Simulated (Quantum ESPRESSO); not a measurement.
# MnPt2 (P-3m1) in Quantum ESPRESSO: reference runs

How does MnPt2 come out in PBEsol? The cell is run as given.

Program: Quantum ESPRESSO 7.5. These are calculated values, not measurements. Logs are shortened: lines on timing, memory, paths and dates and some standing lists are left out, and cuts for length are marked.

### Step 1. The crystal as given

The structure is trigonal, space group P-3m1 (No. 164). The conventional cell has a = 2.858 Å, b = 2.858 Å, c = 6.533 Å, α = 90.00°, β = 90.00°, γ = 120.00°. Around Pt (site symmetry 3m) lie 3 Mn at 2.64 Å and 9 Pt at 2.86 to 2.91 Å. Mn (site symmetry -3m) is surrounded by 6 Pt at 2.64 Å and 6 Mn at 2.86 Å.

The cell comes from a database or a generator and needn't be the stable form of this composition.

### Step 2. Single point, PBEsol, collinear spin, ferromagnetic start

The input, pw.in:

```
&CONTROL
  calculation = 'scf'
  prefix = 'pwscf'
  outdir = './tmp'
  pseudo_dir = './pseudo'
  tprnfor = .true.
  tstress = .true.
  disk_io = 'low'
/
&SYSTEM
  ibrav = 0
  celldm(1) = 8
  nat = 3
  ntyp = 2
  ecutwfc = 45
  ecutrho = 360
  nbnd = 36
  occupations = 'smearing'
  smearing = 'fd'
  degauss = 0.00367493
  nspin = 2
  starting_magnetization(1) = 0
  starting_magnetization(2) = 0.2667
/
&ELECTRONS
  conv_thr = 6d-10
  electron_maxstep = 120
  mixing_beta = 0.3
/
ATOMIC_SPECIES
Pt   195.0840 pt_pbesol_v1.4.uspp.F.UPF
Mn    54.9380 mn_pbesol_v1.5.uspp.F.UPF
CELL_PARAMETERS alat
  0.6752001959141   0.0000000000000   0.0000000000000
 -0.3376000979571   0.5847405223138   0.0000000000000
  0.0000000000000   0.0000000000000   1.5430804335028
ATOMIC_POSITIONS crystal
Pt     0.6666666667    0.3333333333    0.3162060000
Pt     0.3333333333    0.6666666667    0.6837940000
Mn     0.0000000000    0.0000000000    0.0000000000
K_POINTS automatic
11 11 4 0 0 0
```

The input, pp_density.in:

```
&INPUTPP
  prefix = 'pwscf'
  outdir = './tmp'
  filplot = 'density.dat'
  plot_num = 0
/
&PLOT
  nfile = 1
  filepp(1) = 'density.dat'
  iflag = 3
  output_format = 6
  fileout = 'density.cube'
/
```

The input, pp_potential.in:

```
&INPUTPP
  prefix = 'pwscf'
  outdir = './tmp'
  filplot = 'potential.dat'
  plot_num = 11
/
&PLOT
  nfile = 1
  filepp(1) = 'potential.dat'
  iflag = 3
  output_format = 6
  fileout = 'potential.cube'
/
```

The input, pp_spin.in:

```
&INPUTPP
  prefix = 'pwscf'
  outdir = './tmp'
  filplot = 'spin.dat'
  plot_num = 6
/
&PLOT
  nfile = 1
  filepp(1) = 'spin.dat'
  iflag = 3
  output_format = 6
  fileout = 'spin.cube'
/
```

Potentials or basis: GBRV 1.5 PBEsol.

On the command line:

```sh
OMP_NUM_THREADS=1 mpirun -n 2 pw.x -nk 2 -in pw.in > pw.out
OMP_NUM_THREADS=1 mpirun -n 1 pp.x -in pp_density.in > pp_density.out
OMP_NUM_THREADS=1 mpirun -n 1 pp.x -in pp_potential.in > pp_potential.out
OMP_NUM_THREADS=1 mpirun -n 1 pp.x -in pp_spin.in > pp_spin.out
```

pw.out:

```text
This program is part of the open-source Quantum ESPRESSO suite
     for quantum simulation of materials; please cite
[... 13 lines left out ...]
     --------------------
     sticks:   dense  smooth     PW     G-vecs:    dense   smooth      PW
     Sum         733     361    121                35979    12713    2213

     Using Slab Decomposition

     bravais-lattice index     =            0
     lattice parameter (alat)  =       8.0000  a.u.
     unit-cell volume          =     311.9279 (a.u.)^3
     number of atoms/cell      =            3
     number of atomic types    =            2
     number of electrons       =        47.00
     number of Kohn-Sham states=           36
     kinetic-energy cutoff     =      45.0000  Ry
     charge density cutoff     =     360.0000  Ry
     scf convergence threshold =      6.0E-10
     mixing beta               =       0.3000
     number of iterations used =            8  plain     mixing
     Exchange-correlation= SLA  PW   PSX  PSC
                           (   1   4  10   8   0   0   0)

     celldm(1)=   8.000000  celldm(2)=   0.000000  celldm(3)=   0.000000
     celldm(4)=   0.000000  celldm(5)=   0.000000  celldm(6)=   0.000000

     crystal axes: (cart. coord. in units of alat)
               a(1) = (   0.675200   0.000000   0.000000 )
               a(2) = (  -0.337600   0.584741   0.000000 )
               a(3) = (   0.000000   0.000000   1.543080 )

     reciprocal axes: (cart. coord. in units 2 pi/alat)
               b(1) = (  1.481042  0.855080 -0.000000 )
               b(2) = (  0.000000  1.710160  0.000000 )
               b(3) = (  0.000000 -0.000000  0.648054 )

     PseudoPot. # 1 for Pt read from file:
     pt_pbesol_v1.4.uspp.F.UPF
     Pseudo is Ultrasoft + core correction, Zval = 16.0
     Generated by new atomic code, or converted to UPF format
     Using radial grid of  985 points,  6 beta functions with:
                l(1) =   0
                l(2) =   0
                l(3) =   1
                l(4) =   1
                l(5) =   2
                l(6) =   2
     Q(r) pseudized with  8 coefficients,  rinner =    1.300   1.300   1.300
                                                       1.300   1.300

     PseudoPot. # 2 for Mn read from file:
     mn_pbesol_v1.5.uspp.F.UPF
     Pseudo is Ultrasoft + core correction, Zval = 15.0
     Generated by new atomic code, or converted to UPF format
     Using radial grid of  859 points,  6 beta functions with:
                l(1) =   0
                l(2) =   0
                l(3) =   1
                l(4) =   1
                l(5) =   2
                l(6) =   2
     Q(r) pseudized with  8 coefficients,  rinner =    0.950   0.950   0.950
                                                       0.950   0.950

     atomic species   valence    mass     pseudopotential
     Pt               16.00   195.08400     Pt( 1.00)
     Mn               15.00    54.93800     Mn( 1.00)

     Starting magnetic structure
     atomic species   magnetization
     Pt              0.000
     Mn              0.267

     12 Sym. Ops., with inversion, found

   Cartesian axes

     site n.     atom                  positions (alat units)
         1        Pt     tau(   1) = (   0.3376001   0.1949135   0.4879313  )
         2        Pt     tau(   2) = (  -0.0000000   0.3898270   1.0551491  )
         3        Mn     tau(   3) = (   0.0000000   0.0000000   0.0000000  )

     number of k points=    58  Fermi-Dirac smearing, width (Ry)=  0.0037
                       cart. coord. in units 2pi/alat
        k(    1) = (   0.0000000   0.0000000   0.0000000), wk =   0.0020661
        k(    2) = (   0.0000000   0.0000000   0.1620136), wk =   0.0041322
        k(    3) = (   0.0000000   0.0000000  -0.3240272), wk =   0.0020661
        k(    4) = (   0.0000000   0.1554691   0.0000000), wk =   0.0123967
        k(    5) = (   0.0000000   0.1554691   0.1620136), wk =   0.0123967
        k(    6) = (   0.0000000   0.1554691  -0.3240272), wk =   0.0123967
[... 50 lines left out ...]
        k(   57) = (  -0.2692804   0.6218765  -0.1620136), wk =   0.0247934
        k(   58) = (  -0.2692804   0.7773456  -0.1620136), wk =   0.0247934

     Dense  grid:    35979 G-vectors     FFT dimensions: (  36,  36,  75)

     Smooth grid:    12713 G-vectors     FFT dimensions: (  24,  24,  54)

     Check: negative core charge=   -0.000007
     Generating pointlists ...
     new r_m :   0.2576 (alat units)  2.0610 (a.u.) for type    1
     new r_m :   0.2576 (alat units)  2.0610 (a.u.) for type    2

     Initial potential from superposition of free atoms

     starting charge      45.4999, renormalised to      47.0000

     negative rho (up, down):  1.873E-01 1.875E-01
     Starting wfcs are   37 randomized atomic wfcs

     Self-consistent Calculation

     iteration #  1     ecut=    45.00 Ry     beta= 0.30
     Davidson diagonalization with overlap
     ethr =  1.00E-02,  avg # of iterations =  5.3

     negative rho (up, down):  1.775E-01 1.773E-01

     total energy              =    -630.90666904 Ry
     estimated scf accuracy    <       5.32836641 Ry

     total magnetization       =     2.56 Bohr mag/cell
     absolute magnetization    =     2.73 Bohr mag/cell

     iteration #  2     ecut=    45.00 Ry     beta= 0.30
     Davidson diagonalization with overlap
     ethr =  1.00E-02,  avg # of iterations =  2.1

     negative rho (up, down):  1.774E-01 1.773E-01

     total energy              =    -630.60545568 Ry
     estimated scf accuracy    <      23.24091264 Ry

     total magnetization       =     0.79 Bohr mag/cell
     absolute magnetization    =     0.89 Bohr mag/cell

     iteration #  3     ecut=    45.00 Ry     beta= 0.30
     Davidson diagonalization with overlap
     ethr =  1.00E-02,  avg # of iterations =  1.8

     negative rho (up, down):  1.747E-01 1.736E-01

     total energy              =    -632.14619099 Ry
     estimated scf accuracy    <       0.51774244 Ry

     total magnetization       =     3.54 Bohr mag/cell
     absolute magnetization    =     3.59 Bohr mag/cell

     iteration #  4     ecut=    45.00 Ry     beta= 0.30
     Davidson diagonalization with overlap
     ethr =  1.10E-03,  avg # of iterations =  1.4

     negative rho (up, down):  1.749E-01 1.731E-01

     total energy              =    -632.20141184 Ry
     estimated scf accuracy    <       0.07494873 Ry

     total magnetization       =     4.06 Bohr mag/cell
     absolute magnetization    =     4.11 Bohr mag/cell

     iteration #  5     ecut=    45.00 Ry     beta= 0.30
     Davidson diagonalization with overlap
     ethr =  1.59E-04,  avg # of iterations =  2.4

     negative rho (up, down):  1.744E-01 1.703E-01

     total energy              =    -632.20919111 Ry
     estimated scf accuracy    <       0.00927371 Ry

     total magnetization       =     4.11 Bohr mag/cell
     absolute magnetization    =     4.16 Bohr mag/cell

     iteration #  6     ecut=    45.00 Ry     beta= 0.30
     Davidson diagonalization with overlap
     ethr =  1.97E-05,  avg # of iterations =  3.8

     negative rho (up, down):  1.746E-01 1.702E-01

     total energy              =    -632.21139153 Ry
     estimated scf accuracy    <       0.00240140 Ry

     total magnetization       =     4.35 Bohr mag/cell
     absolute magnetization    =     4.43 Bohr mag/cell

     iteration #  7     ecut=    45.00 Ry     beta= 0.30
     Davidson diagonalization with overlap
     ethr =  5.11E-06,  avg # of iterations =  2.0

     negative rho (up, down):  1.750E-01 1.696E-01

     total energy              =    -632.21200478 Ry
     estimated scf accuracy    <       0.00061550 Ry

     total magnetization       =     4.40 Bohr mag/cell
     absolute magnetization    =     4.47 Bohr mag/cell

     iteration #  8     ecut=    45.00 Ry     beta= 0.30
     Davidson diagonalization with overlap
     ethr =  1.31E-06,  avg # of iterations =  2.4

     negative rho (up, down):  1.752E-01 1.694E-01

     total energy              =    -632.21231798 Ry
     estimated scf accuracy    <       0.00018983 Ry

     total magnetization       =     4.51 Bohr mag/cell
     absolute magnetization    =     4.59 Bohr mag/cell

     iteration #  9     ecut=    45.00 Ry     beta= 0.30
     Davidson diagonalization with overlap
     ethr =  4.04E-07,  avg # of iterations =  1.6

     negative rho (up, down):  1.755E-01 1.694E-01

     total energy              =    -632.21234818 Ry
     estimated scf accuracy    <       0.00003061 Ry

     total magnetization       =     4.53 Bohr mag/cell
     absolute magnetization    =     4.63 Bohr mag/cell

     iteration # 10     ecut=    45.00 Ry     beta= 0.30
     Davidson diagonalization with overlap
     ethr =  6.51E-08,  avg # of iterations =  2.0

     negative rho (up, down):  1.754E-01 1.694E-01

     total energy              =    -632.21235935 Ry
     estimated scf accuracy    <       0.00002647 Ry

     total magnetization       =     4.55 Bohr mag/cell
     absolute magnetization    =     4.65 Bohr mag/cell

     iteration # 11     ecut=    45.00 Ry     beta= 0.30
     Davidson diagonalization with overlap
     ethr =  5.63E-08,  avg # of iterations =  1.0

     negative rho (up, down):  1.755E-01 1.694E-01

     total energy              =    -632.21236488 Ry
     estimated scf accuracy    <       0.00000301 Ry

     total magnetization       =     4.54 Bohr mag/cell
     absolute magnetization    =     4.64 Bohr mag/cell

     iteration # 12     ecut=    45.00 Ry     beta= 0.30
     Davidson diagonalization with overlap
     ethr =  6.40E-09,  avg # of iterations =  1.5

     negative rho (up, down):  1.755E-01 1.693E-01

     total energy              =    -632.21236551 Ry
     estimated scf accuracy    <       0.00000042 Ry

     total magnetization       =     4.55 Bohr mag/cell
     absolute magnetization    =     4.64 Bohr mag/cell

     iteration # 13     ecut=    45.00 Ry     beta= 0.30
     Davidson diagonalization with overlap
     ethr =  9.02E-10,  avg # of iterations =  1.5

     negative rho (up, down):  1.755E-01 1.693E-01

     total energy              =    -632.21236555 Ry
     estimated scf accuracy    <       0.00000008 Ry

     total magnetization       =     4.55 Bohr mag/cell
     absolute magnetization    =     4.65 Bohr mag/cell

     iteration # 14     ecut=    45.00 Ry     beta= 0.30
     Davidson diagonalization with overlap
     ethr =  1.71E-10,  avg # of iterations =  2.0

     negative rho (up, down):  1.755E-01 1.693E-01

     total energy              =    -632.21236557 Ry
     estimated scf accuracy    <       0.00000003 Ry

     total magnetization       =     4.55 Bohr mag/cell
     absolute magnetization    =     4.65 Bohr mag/cell

     iteration # 15     ecut=    45.00 Ry     beta= 0.30
     Davidson diagonalization with overlap
     ethr =  5.64E-11,  avg # of iterations =  1.5

     negative rho (up, down):  1.755E-01 1.693E-01

     total energy              =    -632.21236558 Ry
     estimated scf accuracy    <          1.8E-09 Ry

     total magnetization       =     4.55 Bohr mag/cell
     absolute magnetization    =     4.65 Bohr mag/cell

     iteration # 16     ecut=    45.00 Ry     beta= 0.30
     Davidson diagonalization with overlap
     ethr =  3.78E-12,  avg # of iterations =  2.9

     negative rho (up, down):  1.755E-01 1.693E-01

     Magnetic moment per site  (integrated on atomic sphere of radius R)
     atom   1 (R=0.258)  charge= 13.5945  magn=  0.3113
     atom   2 (R=0.258)  charge= 13.5945  magn=  0.3113
     atom   3 (R=0.258)  charge= 13.4893  magn=  3.7403

     End of self-consistent calculation

     Number of k-points >= 100: set verbosity='high' to print the bands.

     the Fermi energy is    19.0023 ev

!    total energy              =    -632.21236558 Ry
     estimated scf accuracy    <          3.0E-10 Ry
     smearing contrib. (-TS)   =      -0.00143525 Ry
     internal energy E=F+TS    =    -632.21093033 Ry

     The total energy is F=E-TS. E is the sum of the following terms:
     one-electron contribution =    -151.95770104 Ry
     hartree contribution      =     110.10819054 Ry
     xc contribution           =    -139.68635511 Ry
     ewald contribution        =    -450.67506472 Ry

     total magnetization       =     4.55 Bohr mag/cell
     absolute magnetization    =     4.65 Bohr mag/cell

     convergence has been achieved in  16 iterations

     negative rho (up, down):  1.755E-01 1.693E-01

     Forces acting on atoms (cartesian axes, Ry/au):

     atom    1 type  1   force =     0.00000000   -0.00000000    0.00161843
     atom    2 type  1   force =     0.00000000   -0.00000000   -0.00161843
     atom    3 type  2   force =    -0.00000000    0.00000000    0.00000000

     Total force =     0.002289     Total SCF correction =     0.000083

     Computing stress (Cartesian axis) and pressure

     negative rho (up, down):  1.755E-01 1.693E-01
          total   stress  (Ry/bohr**3)                   (kbar)     P=      -97.11
  -0.00072507  -0.00000000   0.00000000         -106.66       -0.00        0.00
  -0.00000000  -0.00072507   0.00000000           -0.00     -106.66        0.00
   0.00000000   0.00000000  -0.00053025            0.00        0.00      -78.00

=------------------------------------------------------------------------------=
   JOB DONE.
=------------------------------------------------------------------------------=
```

Run time: 98 s. Hardware: 2 MPI ranks of Arm Neoverse V1, shared host; peak memory 0.34 GiB.

What came out:

```yaml
Free_energy: -8601.6874 eV
Pressure: -9.7 GPa
Largest_force: 0.042 eV/Å
Band_gap_on_the_k_mesh: none (metal or under the smearing width)
Net_moment: 4.55 μB per cell
Absolute_moment: 4.65 μB per cell
Site_moments: Pt +0.31; Mn +3.74 μB
Valence_electrons_inside_the_program's_atomic_spheres: Pt 13.59; Mn 13.49
```

Forces in eV/Å, atoms in the order of the input:
```
Pt   0.000  0.000  0.042
Pt   0.000  0.000 -0.042
Mn   0.000  0.000  0.000
```

Stress tensor (GPa, compression positive):
```
-10.67   0.00   0.00
  0.00 -10.67   0.00
  0.00   0.00  -7.80
```

Spin-orbit coupling is left out, which matters for the levels of Pt.
